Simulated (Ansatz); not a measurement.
# CH7AlOSi, SMILES [AlH2][O]C[SiH3]: a rigid torsion scan

With Ansatz 0.2.0 through its Python package.

The cells in order, each with its output:

In [1]:
```python
import ansatz as az
from ase import Atoms

atoms = Atoms(['Al', 'O', 'C', 'Si', 'H', 'H', 'H', 'H', 'H', 'H', 'H'], positions=[
    [-0.507, 2.3274, -0.0058],
    [-0.5344, 0.6188, 0.5937],
    [0.1794, -0.1755, -0.3032],
    [0.2942, -1.9195, 0.3469],
    [0.592, 3.3827, 0.4141],
    [-1.708, 2.8679, -1.0147],
    [-0.2226, -0.1899, -1.2981],
    [1.3088, 0.1807, -0.3531],
    [0.9989, -2.7638, -0.5228],
    [0.8356, -1.959, 1.7101],
    [-1.1714, -2.4268, 0.4534],
])

# start the scan from a relaxed geometry
first = (
    az.Crystal.molecule_from_ase(atoms).calculation()
    .basis(gaussian='cc-pVDZ')
    .functional('r2scan0')
    .relax(force_tolerance=0.02, max_steps=80)
)
atoms.positions = first.run().report['positions_ang']
```

In [2]:
```python
start = atoms.get_dihedral(3, 2, 1, 0)
energies = {}
for turn in range(0, 360, 40):
    turned = atoms.copy()
    turned.set_dihedral(3, 2, 1, 0, start + turn, indices=[0, 1, 4, 5])
    model = (
        az.Crystal.molecule_from_ase(turned).calculation()
        .basis(gaussian='cc-pVDZ')
        .functional('r2scan0')
    )
    energies[round((start + turn) % 360)] = model.run().report['free_energy_ev']
floor = min(energies.values())
print('dihedral Si3-C2-O1-Al0 (deg)   E - E(min) (eV)')
for angle, e in sorted(energies.items()):
    print(f'{angle:8d} {(e - floor):14.3f}  ' + '#' * int(30 * (e - floor) / max(max(energies.values()) - floor, 1e-9)))
```
```text
dihedral Si3-C2-O1-Al0 (deg)   E - E(min) (eV)
      11          0.228  ############################
      51          0.143  #################
      91          0.033  ####
     131          0.023  ##
     171          0.044  #####
     211          0.024  ###
     251          0.000
     291          0.045  #####
     331          0.239  ##############################
```

The lowest point is at 251° and the highest at 331°, 0.239 eV (23.1 kJ/mol) above it, with the rest of the molecule held.

The scan is rigid and the energies are electronic, in a modest basis. With rigid groups the curve can differ much from the relaxed path, the start wasn't checked as a minimum of this torsion, and equivalent turns needn't return to the same energy. Wall time of the script: 5.7 min on 1 thread of Arm Neoverse V1, on a shared host, peak memory 0.31 GiB.
